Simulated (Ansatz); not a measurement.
# Cr (Cr (110), 7 layers): how the settings move a single-point run

How sensitive is a single-point run of Cr (Cr (110), 7 layers) to its settings? A reference run comes first, then two runs with altered input.

Program: Ansatz 0.2.0. Level of theory: reference: DFT, PBE, PAW with Ansatz's default frozen-core files, scalar-relativistic. These are calculated values, not measurements.

## 1. The structure to begin with

Symmetry: Cmmm, No. 65, orthorhombic system. Conventional cell: a = 2.848 Å, b = 4.028 Å, c = 28.085 Å, α = 90.00°, β = 90.00°, γ = 90.00°. Cr (site symmetry mm2) is surrounded by 6 Cr at 2.47 Å. Cr (site symmetry mm2) is surrounded by 8 Cr at 2.47 Å. Around Cr (site symmetry mmm) lie 8 Cr at 2.47 Å.

As a file:

```xyz
7
Lattice="2.4668 0.0000 0.0000 -0.8223 2.3257 0.0000 0.0000 0.0000 28.0849" Properties=species:S:1:pos:R:3 pbc="T T T"
Cr    0.0000    0.0000    8.0000
Cr    0.8223    1.1629   10.0141
Cr    0.0000    0.0000   12.0283
Cr    0.8223    1.1629   14.0425
Cr    0.0000    0.0000   16.0566
Cr    0.8223    1.1629   18.0708
Cr    0.0000    0.0000   20.0849
```

## 2. The reference run

Input file input.yaml:

```yaml
crystal:
  lattice:
    - [2.4668230372, 0.0, 0.0]
    - [-0.8222743457, 2.3257430634, 0.0]
    - [0.0, 0.0, 28.0849]
  atoms:
    - { symbol: Cr, position: [0.0, 0.0, 0.2848503029], spin: 2.0 }
    - { symbol: Cr, position: [0.5, 0.5, 0.3565668686], spin: 2.0 }
    - { symbol: Cr, position: [0.0, 0.0, 0.4282834343], spin: 2.0 }
    - { symbol: Cr, position: [0.5, 0.5, 0.5], spin: 2.0 }
    - { symbol: Cr, position: [0.0, 0.0, 0.5717165657], spin: 2.0 }
    - { symbol: Cr, position: [0.5, 0.5, 0.6434331314], spin: 2.0 }
    - { symbol: Cr, position: [0.0, 0.0, 0.7151496971], spin: 2.0 }
magnetization:
  spin_polarized: true
kpoints:
  mp_grid: { grid: [14, 14, 1] }
scf:
  occupations: { method: fermi_dirac, width: 0.05 }
hamiltonian:
  xc: pbe
  pseudopotentials: { kind: paw }
output:
  forces: true
  stress: true
  eigenvalues: true
  populations: true
efield:
  axis: 3
  amplitude: 0
  dipole_correction: true
```

Run with:

```console
$ ansatz run input.yaml --threads 4 --pin off --max-ram 12288MiB --backend cpu --events-out ev --progress --plain --runs-dir out
```

## 3. Variant: eigensolver.kind davidson, dispersion d4

input.yaml: that of step 2 with these lines changed.

```diff
@@ -19,2 +19,3 @@
   occupations: { method: fermi_dirac, width: 0.05 }
+  eigensolver: { kind: davidson }
 hamiltonian:
@@ -22,2 +23,3 @@
   pseudopotentials: { kind: paw }
+  dispersion: d4
 output:
```

## 4. Variant: occupations.width 0.15, xc pbesol

input.yaml: that of step 2 with these lines changed.

```diff
@@ -18,5 +18,5 @@
 scf:
-  occupations: { method: fermi_dirac, width: 0.05 }
+  occupations: { method: fermi_dirac, width: 0.15 }
 hamiltonian:
-  xc: pbe
+  xc: pbesol
   pseudopotentials: { kind: paw }
```

What does the calculation give? Wanted: for each run, ending; energy change; gap; force.

**Answer**, as computed:

| run | ending | energy change | gap (eV) | force (eV/Å) | cycles | time |
| --- | --- | --- | --- | --- | --- | --- |
| reference | converged | 0 | 0.00 | 0.51 | 15 | 85 s |
| 1: eigensolver.kind davidson, dispersion d4 | converged | -386.6 meV/atom (offset of the dispersion model) | 0.00 | 0.62 | 15 | 1.7 min |
| 2: occupations.width 0.15, xc pbesol | converged | not comparable | 0.00 | 0.77 | 14 | 78 s |

Residual by cycle in the longest SCF loop of each run; runs are numbered as in the table. The quantity is the density residual dr2, in eV.

| cycle | reference | run 1 | run 2 |
| --- | --- | --- | --- |
| 1 | 47.7 | 47.3 | 51.3 |
| 2 | 5.35 | 6.01 | 5.58 |
| 4 | 0.0359 | 0.0259 | 0.0324 |
| 5 | 0.00607 | 0.00278 | 0.0147 |
| 6 | 0.00371 | 0.00439 | 0.00171 |
| 7 | 6.2e-4 | 4.9e-4 | 0.00124 |
| 9 | 8.9e-6 | 8.2e-6 | 4.6e-6 |
| 10 | 3.1e-6 | 5.3e-6 | 1.5e-6 |
| 11 | 3.2e-7 | 9.3e-7 | 5.1e-7 |
| 12 | 9.3e-8 | 4.4e-8 | 1.1e-7 |
| 14 | 5.1e-9 | 1.5e-8 | 3.2e-9 |
| 15 | 2.1e-9 | 2.5e-9 | - |

**Reading.** No change moves the result by more than the table shows.
